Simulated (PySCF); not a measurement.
# C7H12: excited states, first hyperpolarisability

What do calculations give for the excited states, first hyperpolarisability of C7H12 (`CCC1=C[C@@H]1CC`)?

Computed with PySCF 2.14.0 and routines of our own; the level stands in each step. Atoms count from 0.

## 1. The starting structure

19 atoms, charge 0, multiplicity 1; geometry from: GFN2-xTB.

## 2. Excited states: TDA wB97X-D/def2-SVP

The job: settings as JSON, then the geometry in Å.

```
{"job": {"kind": "states", "xc": "wB97X-D", "basis": "def2-SVP", "tda": true, "soc": true, "nstates": 6, "ntriplets": 5, "nquad": 4}, "charge": 0, "multiplicity": 1}
C      3.153945     0.046896     0.012490
C      1.880728    -0.501548    -0.625805
C      0.691253     0.257290    -0.218662
C      0.113169     1.216771     0.443851
C     -0.798157     0.355773    -0.385283
C     -1.728364    -0.646663     0.271100
C     -3.059685    -0.005097     0.652152
H      3.092969    -0.021305     1.095965
H      4.021529    -0.516119    -0.323790
H      3.290353     1.091432    -0.257112
H      1.961542    -0.467737    -1.717736
H      1.741007    -1.551342    -0.346870
H      0.160301     2.044382     1.107119
H     -1.197527     0.761136    -1.315128
H     -1.912435    -1.478610    -0.415210
H     -1.247536    -1.049440     1.166012
H     -3.556018     0.389295    -0.232062
H     -2.897389     0.815307     1.347565
H     -3.719490    -0.731171     1.122210
```

Level: TDA wB97X-D/def2-SVP excited states, vertical, gas phase, spin-orbit mean-field couplings.

Command:

```sh
$ OMP_NUM_THREADS=1 python excited_run.py task.json out
```

One launch serves the whole session: the jobs run in the order shown.

The program printed:

```text
coarse grid: 15048 points
cycle   1  E = -273.5259896104  dE =  1.079e+00  |g| = 2.780e-01  |ddm| = 4.302e+00
cycle   2  E = -273.5439951446  dE = -1.801e-02  |g| = 1.654e-01  |ddm| = 5.309e-01
cycle   3  E = -273.5507919190  dE = -6.797e-03  |g| = 3.589e-02  |ddm| = 2.035e-01
cycle   4  E = -273.5510719037  dE = -2.800e-04  |g| = 1.953e-02  |ddm| = 6.276e-02
cycle   5  E = -273.5511652365  dE = -9.333e-05  |g| = 2.552e-03  |ddm| = 2.406e-02
cycle   6  E = -273.5511670660  dE = -1.829e-06  |g| = 9.736e-04  |ddm| = 5.452e-03
final grid: 142920 points
cycle   7  E = -273.5977411238  dE = -1.142e-04  |g| = 3.414e-03  |ddm| = 4.185e-02
cycle   8  E = -273.5977440253  dE = -2.902e-06  |g| = 2.208e-03  |ddm| = 9.102e-03
cycle   9  E = -273.5977451544  dE = -1.129e-06  |g| = 6.193e-04  |ddm| = 2.918e-03
cycle  10  E = -273.5977452537  dE = -9.937e-08  |g| = 3.048e-04  |ddm| = 1.371e-03
cycle  11  E = -273.5977452759  dE = -2.215e-08  |g| = 4.289e-05  |ddm| = 3.680e-04
cycle  12  E = -273.5977452767  dE = -7.822e-10  |g| = 1.842e-05  |ddm| = 1.249e-04
converged SCF energy = -273.5977452767

Singlet excitations
state   eV       nm        f     d(h-e)  d(exc)  Lambda  PR(NTO)  |dmu|/D   mu/D   main configurations
  1   6.4741   191.5   0.00434   0.702   2.400   0.474   1.009    2.108    1.452   H-1->L 0.96
  2   6.9628   178.1   0.15775   0.567   2.454   0.760   1.173    1.862    1.213   H->L 0.90
  3   7.5881   163.4   0.00078   0.321   2.253   0.468   1.015    1.054    0.779   H-2->L 0.85
  4   8.3355   148.7   0.00750   1.508   3.579   0.354   1.021    5.698    4.908   H->L+1 0.91
  5   8.7713   141.4   0.00416   0.972   3.182   0.395   1.037                     H->L+3 0.52, H->L+2 0.24
  6   8.9067   139.2   0.03050   0.323   3.582   0.387   1.047                     H->L+2 0.62, H->L+3 0.22

Triplet excitations (Tamm-Dancoff)
state   eV     d(h-e)  d(exc)  Lambda  PR(NTO)   main configurations
  1   4.3189   0.249   2.112   0.766   1.008   H->L 0.94
  2   6.0788   0.720   2.358   0.473   1.003   H-1->L 0.96
  3   7.1931   0.284   2.202   0.465   1.021   H-2->L 0.82
  4   8.2116   1.228   3.462   0.359   1.040   H->L+1 0.83
  5   8.4738   1.121   2.969   0.398   1.021   H->L+3 0.58, H->L+7 0.13, H->L+6 0.09
S1 - T1 = 2.1551 eV

Spin-orbit couplings |<S|Hso|T>| (cm-1)
             T1       T2       T3       T4       T5
S0        0.174   11.361   11.653    3.601    4.607
S1        3.759    0.233   11.934    0.597    0.480
S2        0.259    5.312   12.369    0.957    4.174
S3        8.558   11.771    0.353    0.265    0.091
S4        1.287    0.296    0.736    0.140    0.806
S5        5.157    0.647    0.307    0.564    0.348
S6        1.323    0.320    0.909    0.550    1.031
T1 sublevels (cm-1): 0.000 0.000 0.000   radiative rates (1/s): 0.00119 0.543 0.211
```

Wall time 33 s (1 thread of Arm Neoverse V1, shared host); peak memory 0.76 GiB.

In short:

```tsv
quantity	value
S1 less T1	2.16 eV
```

The fields below are evaluated on a grid from the run's orbitals.

Frontier orbitals at wB97X-D/def2-SVP, with the share of their density that lies nearest to each atom:

```tsv
orbital	energy (eV)	lies on
HOMO	-8.54	C2, C3 about 30 % each; H13 10 %; C5 8 %
LUMO	2.50	C2, C3 about 34 % each; H12 11 %
```

ELF in a plane through or near 8 of the atoms.

Ten even steps from '0' (0.00) to '9' (1.00):
```
0000000000000000000000000000
0000000000000000000000000000
0000000000000000000000000000
0000000000005993000000000000
0000000000018997000000000000
0000000000018996000785000000
0000013310016995104999300000
0000036740036445106998200000
0000026752058864104996200000
0003786836365633547345510000
0007999288586525618718840000
0008999466653213435548850000
0004997038981002698204520000
0000010049993003999600000000
0000000028992003999600000000
0000000001310000375100000000
0000000000000000000000000000
0000000000000000000000000000
0000000000000000000000000000
0000000000000000000000000000
```
The map spans 13.3 Å across and 9.8 Å up, centred on the molecule. Atoms in the plane (x, y in Å): C0 (-3.1, 0.2), C5 (1.7, -0.6), C6 (3.1, 0.1), H8 (-4.0, -0.4), H11 (-1.8, -1.5), H12 (0.0, 2.3), H14 (1.8, -1.6), H17 (3.0, 1.1).

log10 of the density (e/Å³) in the same plane.

Values, 10 rows by 14 columns:
```
-4.0 -4.0 -4.0 -4.0 -4.0 -4.0 -4.0 -4.0 -4.0 -4.0 -4.0 -4.0 -4.0 -4.0
-4.0 -4.0 -4.0 -4.0 -4.0 -3.9 -3.0 -2.7 -3.5 -4.0 -4.0 -4.0 -4.0 -4.0
-4.0 -4.0 -4.0 -3.3 -3.3 -2.7 -1.4 -0.9 -2.2 -3.0 -2.8 -3.4 -4.0 -4.0
-4.0 -4.0 -2.7 -1.5 -1.6 -1.8 -0.6  0.0 -1.4 -1.4 -0.9 -1.9 -3.5 -4.0
-4.0 -3.1 -1.8 -0.3 -0.2 -1.0 -0.1 -0.1 -0.9 -0.5  0.2 -1.0 -2.6 -4.0
-4.0 -2.5 -0.9  0.2  0.2 -0.1 -0.1 -0.5  0.1  0.2  0.6 -0.4 -2.2 -4.0
-4.0 -3.0 -1.6 -1.0 -0.6  0.2 -1.0 -1.5 -0.2 -0.1 -1.1 -1.4 -2.7 -4.0
-4.0 -4.0 -3.3 -2.8 -1.7 -1.0 -1.9 -2.5 -1.2 -1.0 -2.2 -3.1 -4.0 -4.0
-4.0 -4.0 -4.0 -4.0 -3.3 -2.9 -3.4 -3.8 -2.9 -2.8 -3.5 -4.0 -4.0 -4.0
-4.0 -4.0 -4.0 -4.0 -4.0 -4.0 -4.0 -4.0 -4.0 -4.0 -4.0 -4.0 -4.0 -4.0
```
The map spans 13.3 Å across and 9.8 Å up, centred on the molecule. Atoms in the plane (x, y in Å): C0 (-3.1, 0.2), C5 (1.7, -0.6), C6 (3.1, 0.1), H8 (-4.0, -0.4), H11 (-1.8, -1.5), H12 (0.0, 2.3), H14 (1.8, -1.6), H17 (3.0, 1.1).

On the surface of density 0.002 e/bohr³ the electrostatic potential runs, from the 1st to the 99th percentile, from -0.52 V near C3 to 0.82 V near H12.

## 3. First hyperpolarisability: quadratic response CAM-B3LYP/def2-SVPD

The job, as its differences from that of step 2:

```diff
@@ -1,2 +1,2 @@
-{"job": {"kind": "states", "xc": "wB97X-D", "basis": "def2-SVP", "tda": true, "soc": true, "nstates": 6, "ntriplets": 5, "nquad": 4}, "charge": 0, "multiplicity": 1}
+{"job": {"kind": "beta", "xc": "CAM-B3LYP", "basis": "def2-SVPD", "wavelengths": [1064, 800]}, "charge": 0, "multiplicity": 1}
 C      3.153945     0.046896     0.012490
```

Level: quadratic response CAM-B3LYP/def2-SVPD first hyperpolarisability, Taylor convention, gas phase.

The program printed:

```text
coarse grid: 15048 points
cycle   1  E = -273.4384730418  dE =  9.956e-01  |g| = 3.263e-01  |ddm| = 7.009e+00
cycle   2  E = -273.4552757687  dE = -1.680e-02  |g| = 2.469e-01  |ddm| = 1.110e+00
cycle   3  E = -273.4709181437  dE = -1.564e-02  |g| = 3.610e-02  |ddm| = 5.057e-01
cycle   4  E = -273.4711369974  dE = -2.189e-04  |g| = 2.477e-02  |ddm| = 1.268e-01
cycle   5  E = -273.4712852280  dE = -1.482e-04  |g| = 3.837e-03  |ddm| = 4.839e-02
cycle   6  E = -273.4712885830  dE = -3.355e-06  |g| = 1.339e-03  |ddm| = 1.053e-02
final grid: 142920 points
cycle   7  E = -273.5309257921  dE = -4.303e-05  |g| = 4.057e-03  |ddm| = 1.104e-01
cycle   8  E = -273.5309264600  dE = -6.680e-07  |g| = 3.834e-03  |ddm| = 1.835e-02
cycle   9  E = -273.5309301883  dE = -3.728e-06  |g| = 5.022e-04  |ddm| = 6.881e-03
cycle  10  E = -273.5309302365  dE = -4.818e-08  |g| = 2.385e-04  |ddm| = 1.270e-03
cycle  11  E = -273.5309302501  dE = -1.363e-08  |g| = 4.489e-05  |ddm| = 5.349e-04
cycle  12  E = -273.5309302507  dE = -5.326e-10  |g| = 9.472e-06  |ddm| = 1.141e-04
converged SCF energy = -273.5309302507

Lowest singlets (eV, f): 6.3250 0.0066  6.4042 0.1101  6.7699 0.0107

First hyperpolarisability (au)
process     nm      |vector|   parallel      HRS      DR
static         -       43.04      19.98      28.07   2.269
shg       1064.0       49.14      22.83      31.88   2.248
eope      1064.0       44.92      20.86          -       -
shg        800.0       54.94      25.53      35.57   2.218
eope       800.0       46.46      21.58          -       -
```

Wall time 56 s (1 thread of Arm Neoverse V1, shared host); peak memory 0.99 GiB.

## 4. What came out

```
                                                                  quantity                                            value
                                 S1 less T1 (step 2, TDA wB97X-D/def2-SVP)                                          2.16 eV
potential on the surface of density 0.002 e/bohr³, 1st and 99th percentile                               -0.52 V and 0.82 V
                 β vector (step 3, quadratic response CAM-B3LYP/def2-SVPD)  static 43, SHG 1064.0 nm 49, SHG 800.0 nm 55 au
```

In step 2, the number of triplets below S1 is 2, and the largest singlet-triplet spin-orbit coupling is S2–T3, 12.37 cm⁻¹. β grows from 43 au (static) to 55 au for doubling at 800.0 nm: normal dispersion, which grows as twice the photon energy moves toward the bright states.
